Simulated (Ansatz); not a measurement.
Input of an Ansatz 0.2.0 run:

input.yaml

```yaml
crystal:
  lattice:
    - [0.0, 2.79841113, 2.79841113]
    - [2.79841113, 0.0, 2.79841113]
    - [2.79841113, 2.79841113, 0.0]
  atoms:
    - { symbol: Pt, position: [0.504333, 0.492204, 0.499962] }
    - { symbol: Se, position: [0.004353, 0.006635, 0.000278] }
hamiltonian:
  xc: pbe
  pseudopotentials: { kind: paw }
kpoints:
  mp_grid: { grid: [8, 8, 8] }
scf:
  occupations: { method: fermi_dirac, width: 0.05 }
output:
  forces: true
  stress: true
  eigenvalues: true
```

Potentials or basis: Ansatz PAW.

Run with:

```console
$ ansatz run input.yaml --threads 2 --pin off --max-ram 5632MiB --backend cpu --events-out ev --progress --plain --runs-dir out
```

Task: What does it give for the pressure?

Result: -14.4 GPa.

Task: What does it give for the largest force?

Result: 0.084 eV/Å.

Task: Predict the band gap on the k mesh.

Result: None (metal or under the smearing width).

Forces in eV/Å, atoms in the order of the input:
```
Pt   0.060  0.001  0.059
Se  -0.060 -0.001 -0.059
```

Spin-orbit coupling is left out, which matters for the levels of Pt.
